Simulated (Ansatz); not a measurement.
Below is the output of a Python script on Ansatz's Python interface that makes harmonic frequencies at the relaxed geometry of C2H3AlClF, SMILES C=[CH][Al]([F])[Cl]. Write a script that gives it. Level of theory (for the species named): B3LYP, def2-SVP basis, multiplicity 1.

```yaml
atoms:
  - { symbol: C, position_ang: [0.6975, -0.0755, 1.3034] }
  - { symbol: C, position_ang: [0.0306, -0.6935, 0.3093] }
  - { symbol: Al, position_ang: [-0.6612, 0.2381, -1.3158] }
  - { symbol: F, position_ang: [-1.3789, -0.6878, -2.6050] }
  - { symbol: Cl, position_ang: [-0.3574, 2.4137, -1.5306] }
  - { symbol: H, position_ang: [1.0030, -0.5503, 2.1650] }
  - { symbol: H, position_ang: [0.8311, 1.0444, 1.2371] }
  - { symbol: H, position_ang: [-0.0726, -1.7461, 0.3808] }
```

```console
$ python freq_c2h3alclf.py
step   1  E = -23953.647212 eV  largest force component 2.7003 eV/A
step   2  E = -23953.889423 eV  largest force component 1.0620 eV/A
step   3  E = -23953.933857 eV  largest force component 1.3594 eV/A
step   4  E = -23954.005983 eV  largest force component 0.7777 eV/A
step   5  E = -23954.025151 eV  largest force component 0.4894 eV/A
step   6  E = -23954.033590 eV  largest force component 0.1860 eV/A
step   7  E = -23954.034892 eV  largest force component 0.0387 eV/A
step   8  E = -23954.035075 eV  largest force component 0.0224 eV/A
step   9  E = -23954.035101 eV  largest force component 0.0086 eV/A
step  10  E = -23954.035114 eV  largest force component 0.0029 eV/A
step  11  E = -23954.035122 eV  largest force component 0.0068 eV/A
step  12  E = -23954.035129 eV  largest force component 0.0064 eV/A
step  13  E = -23953.969551 eV  largest force component 2.3873 eV/A
step  14  E = -23954.035131 eV  largest force component 0.0003 eV/A
pair        before    after (A)
C0-C1        1.3472   1.3449
C0-H5        1.0301   1.0976
C0-H6        1.1298   1.0967
C1-Al2       1.9969   1.9254
C1-H7        1.0601   1.0988
Al2-F3       1.7420   1.6623
Al2-Cl4      2.2072   2.1007
frequencies (1/cm): 86 101 206 225 311 470 478 690 887 998 1014 1053 1267 1418 1644 3103 3124 3193
imaginary modes: 0  zero-point energy: 1.2565 eV
T (K)   F_vib (eV)   S_vib (meV/K)   C_vib (meV/K)
 298.1      1.1679        0.6406          0.6310
 398.1      1.0936        0.8433          0.7730
 498.1      0.9998        1.0293          0.8872
```

One script that gives this output:

`freq_c2h3alclf.py`
```python
"""Vibrations and zero-point energy of C2H3AlClF."""

import itertools

import ansatz as az
from ase.data import atomic_numbers, covalent_radii
import numpy as np

BASIS = "def2-SVP"
FUNCTIONAL = "b3lyp"


def main() -> None:
    system = (
        az.Crystal.molecule()
        .atom("C", (0.6975, -0.0755, 1.3034))
        .atom("C", (0.0306, -0.6935, 0.3093))
        .atom("Al", (-0.6612, 0.2381, -1.3158))
        .atom("F", (-1.3789, -0.6878, -2.605))
        .atom("Cl", (-0.3574, 2.4137, -1.5306))
        .atom("H", (1.003, -0.5503, 2.165))
        .atom("H", (0.8311, 1.0444, 1.2371))
        .atom("H", (-0.0726, -1.7461, 0.3808))
    )

    model = (
        system.calculation()
        .basis(gaussian=BASIS)
        .functional(FUNCTIONAL)
    )
    symbols = [site.symbol for site in system.cartesian_sites]
    start = np.array([site.position_ang for site in system.cartesian_sites], dtype=float)
    def progress(event):
        if event["event"] == "relax_step":
            row = event["data"]
            print(f"step {row['step']:3d}  E = {row['lagrangian_ev']:.6f} eV  largest force component {row['allowed_force_max_ev_ang']:.4f} eV/A")


    rep = model.relax(force_tolerance=0.003, max_steps=100).session().plan().execute(on_event=progress).report
    end = np.array(rep["positions_ang"])

    # pairs closer than 1.2 times the sum of covalent radii, before or after
    radius = [covalent_radii[atomic_numbers[s]] for s in symbols]
    span = lambda where, i, j: np.linalg.norm(where[i] - where[j])
    bonded = [(i, j) for i, j in itertools.combinations(range(len(symbols)), 2) if min(span(start, i, j), span(end, i, j)) < 1.2 * (radius[i] + radius[j])]
    print("pair        before    after (A)")
    for i, j in bonded:
        print(f"{symbols[i]}{i}-{symbols[j]}{j}".ljust(10), f"{span(start, i, j):8.4f} {span(end, i, j):8.4f}")

    # same settings at the minimum
    minimum = az.Crystal.molecule()
    for symbol, place in zip(symbols, end):
        minimum = minimum.atom(symbol, place.tolist())
    vibrating = (
        minimum.calculation()
        .basis(gaussian=BASIS)
        .functional(FUNCTIONAL)
        .phonons(temperatures=(298.15, 498.15, 100))
    )
    vib = vibrating.run(threads=1, backend="cpu").report["vibrations"]
    sums = vib["harmonic_sums"]
    modes = [m["omega_inv_cm"] for m in sums["modes_at_gamma"] if m["rigid_motion"] == "no"]
    print("frequencies (1/cm):", " ".join(f"{w:.0f}" for w in modes))
    print("imaginary modes:", sum(w < 0 for w in modes), " zero-point energy:", round(sums["zero_point_energy_ev"], 4), "eV")
    print("T (K)   F_vib (eV)   S_vib (meV/K)   C_vib (meV/K)")
    for row in zip(sums["temperatures_k"], sums["vibrational_free_energy_ev"], vib["entropy_ev_per_k"], vib["heat_capacity_ev_per_k"]):
        print(f"{row[0]:6.1f} {row[1]:11.4f} {1000 * row[2]:13.4f} {1000 * row[3]:15.4f}")


if __name__ == "__main__":
    main()
```

Caveats:
- Total energies depend on the basis set; only differences at equal settings carry meaning.
- The frequencies are harmonic and unscaled, in a modest basis.
- b3lyp holds the VWN-RPA fit, as in Gaussian; the form of ORCA and Turbomole is b3lyp5.
- The result belongs to the one conformer reached from this start, and soft torsions count as harmonic oscillators.
- Run time: 5.1 min on 1 thread of Arm Neoverse N1 (shared host), peak memory 0.27 GiB.
